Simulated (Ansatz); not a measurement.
# C₂H₆GaNSi: small, medium and large basis sets

The task here is to estimate one member of a computed series from the others.

Computed with Ansatz 0.2.0, Gaussian basis. Level: one geometry, several basis sets.

Plan: PBE0-D4/def2-SVP; ωB97M-V/def2-SVP; PBE0-D4/def2-QZVPP; ωB97M-V/def2-QZVPP; the functionals' def2-TZVPP values are taken from earlier runs.

## The geometry

The geometry comes from an earlier relaxation with PBE0-D4 in a triple-zeta def2 set; it is a stationary point, not always the lowest conformer.

SMILES `N=C=[CH][GaH][SiH3]`, 11 atoms, charge 0, spin multiplicity 1.

Atoms are counted from 1 here; the program's logs count them from 0.

Bond lengths: N1–C2 1.213 Å, N1–H6 1.014 Å, C2–C3 1.310 Å, C3–Ga4 1.936 Å, C3–H7 1.084 Å, Ga4–Si5 2.408 Å, Ga4–H8 1.570 Å, Si5–H9 1.490 Å, Si5–H10 1.491 Å, Si5–H11 1.489 Å. Angles: C2–N1–H6 119.3°, N1–C2–C3 173.5°, C2–C3–Ga4 118.5°, C2–C3–H7 118.5°, Ga4–C3–H7 123.0°, C3–Ga4–Si5 118.8°, C3–Ga4–H8 116.7°, Si5–Ga4–H8 124.5°, Ga4–Si5–H9 111.1°, Ga4–Si5–H10 110.2°, Ga4–Si5–H11 112.4°, H9–Si5–H10 107.4°, H9–Si5–H11 107.9°, H10–Si5–H11 107.8°.

Set-up of the first run:

in.yaml

```yaml
crystal:
  periodic: [false, false, false]
  atoms:
    - {symbol: N, position_ang: [0.256126, 1.556632, 2.092140]}
    - {symbol: C, position_ang: [0.499215, 0.406990, 1.789274]}
    - {symbol: C, position_ang: [0.615480, -0.849701, 1.439901]}
    - {symbol: Ga, position_ang: [0.070914, -1.365079, -0.345158]}
    - {symbol: Si, position_ang: [-0.756197, 0.329726, -1.842118]}
    - {symbol: H, position_ang: [0.966889, 2.266719, 1.955154]}
    - {symbol: H, position_ang: [1.003687, -1.555376, 2.166031]}
    - {symbol: H, position_ang: [0.198114, -2.887195, -0.708659]}
    - {symbol: H, position_ang: [-0.201608, 0.150180, -3.213279]}
    - {symbol: H, position_ang: [-2.240471, 0.242418, -1.946981]}
    - {symbol: H, position_ang: [-0.412148, 1.704674, -1.386295]}
basis:
  gaussian: {orbitals: def2-SVP}
hamiltonian: {xc: pbe0, dispersion: d4}
output: {orbitals: {seedname: orbitals}}
```

Run with:

```bash
> ansatz run in.yaml --threads 4 --pin off --events-out ev --progress --plain --max-ram 10444MiB
```

Among the steps run: PBE0-D4 in def2-SVP; ωB97M-V in def2-SVP; PBE0-D4 in def2-QZVPP; ωB97M-V in def2-QZVPP.

One table of the session follows, with a row left open; its other results are not shown here.

It belongs to the step «Density functionals: the series». 

| functional | basis | HOMO (eV) | LUMO (eV) |
| --- | --- | --- | --- |
| PBE0-D4 | def2-SVP | -7.07 | -1.73 |
| PBE0-D4 | def2-TZVPP | -7.17 | -1.81 |
| PBE0-D4 | def2-QZVPP | -7.18 | -1.84 |
| ωB97M-V | def2-SVP | ? | ? |
| ωB97M-V | def2-TZVPP | -9.29 | -0.09 |
| ωB97M-V | def2-QZVPP | -9.31 | -0.20 |

Estimate the missing values for ωB97M-V, def2-SVP.

As computed: HOMO (eV): -9.15; LUMO (eV): 0.01. In the column «HOMO (eV)» it lies between ωB97M-V, def2-TZVPP (-9.29) and PBE0-D4, def2-QZVPP (-7.18).
